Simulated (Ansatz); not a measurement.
# H on Ge (Germanium) (100)

This session takes Ge (Germanium) and sets out to prepare the clean (100) slab, then compare the adsorption sites of H.

Method: DFT LDA, scalar-relativistic, plane waves, PAW, in Ansatz 0.2.0.

## (1) The starting structure

Symmetry: Fd-3m, No. 227, cubic system. Conventional cell: a = 5.622 Å, b = 5.622 Å, c = 5.622 Å, α = 90.00°, β = 90.00°, γ = 90.00°. Ge (site symmetry -43m) has 4 Ge at 2.43 Å as nearest neighbours.

Structure file:

```
Ge
1.0
     0.00000    2.81091    2.81091
     2.81091    0.00000    2.81091
     2.81091    2.81091    0.00000
Ge
2
Direct
  0.00000 0.00000 0.00000
  0.25000 0.25000 0.25000
```

It is the result of an earlier relaxation at this level (volume 22.21 Å³/atom; gap on the mesh: none (metal)).

## (2) Cutting the slab

Planes are indexed in the bulk's conventional cell (Fd-3m (No. 227)), a = 5.622 Å, b = 5.622 Å, c = 5.622 Å, α = 90.00°, β = 90.00°, γ = 90.00°.

A (100) slab, 6.5 Å thick as cut, with 17 Å of vacuum; its outer planes are Ge (top) and Ge (bottom).

The slab as cut. Layers, bottom to top:

```
plane  atoms per cell  height over the lowest (Å)
    1              H2                        0.00
    2              Ge                        0.91
    3              Ge                        2.32
    4              Ge                        3.72
    5              Ge                        5.13
    6              Ge                        6.53
```

## (3) The clean surface, relaxed

input.yaml reads:

```yaml
crystal:
  lattice:
    - [3.9752274049, 0.0, 0.0]
    - [0.0, 3.9752274049, 0.0]
    - [0.0, 0.0, 23.5341125095]
  atoms:
    - { symbol: H, position: [0.5, 0.8245273461, 0.3611778433] }
    - { symbol: H, position: [0.5, 0.1754726539, 0.3611778433] }
    - { symbol: Ge, position: [0.5, 0.5, 0.3999425088] }
    - { symbol: Ge, position: [0.0, 0.5, 0.4596624208] }
    - { symbol: Ge, position: [0.0, 0.0, 0.5193823328] }
    - { symbol: Ge, position: [0.5, 0.0, 0.5791022447] }
    - { symbol: Ge, position: [0.5, 0.5, 0.6388221567] }
basis:
  ecutwfc: 420
kpoints:
  mp_grid: { grid: [7, 7, 1] }
hamiltonian:
  xc: lda
scf:
  occupations: { method: gaussian, width: 0.1 }
output:
  forces: true
  eigenvalues: true
  write_density: true
  write_potential: true
  elf: true
  volumetric_format: npy
relax:
  adjacent_minimum: "off"
  f_tol: 0.03
  max_steps: 70
  constraints: [{ sites: [0, 1, 2, 3] }]
efield:
  axis: 3
  dipole_correction: true
```

The run is started by

```sh
> ansatz run input.yaml --threads 1 --pin off --max-ram 2560MiB --backend cpu --events-out ev --progress --plain --runs-dir out
```

The session goes on with these runs: H at the top (Ge) site; H put at a hollow (nearest Ge) site; start: H, bridge (Ge-Ge); H at the hollow over Ge site.

**Question.** What will these runs give? Wanted: clean slab: work function; clean slab: dipole along +c; H: lowest end.

**Answer**, as computed:

| quantity | value |
| --- | --- |
| clean slab: work function | 5.40 eV (top face), 4.74 eV (bottom face) |
| clean slab: dipole along +c | -0.058 e·Å per cell |
| H: lowest end | from the top (Ge) start, 1 bonded, 1.53 Å high |

**Reading.** It lowers the work function by 1.01 eV, as a dipole layer with its positive end outwards does. A start on a symmetric site keeps its symmetry, so an end may be a saddle point and not a minimum.
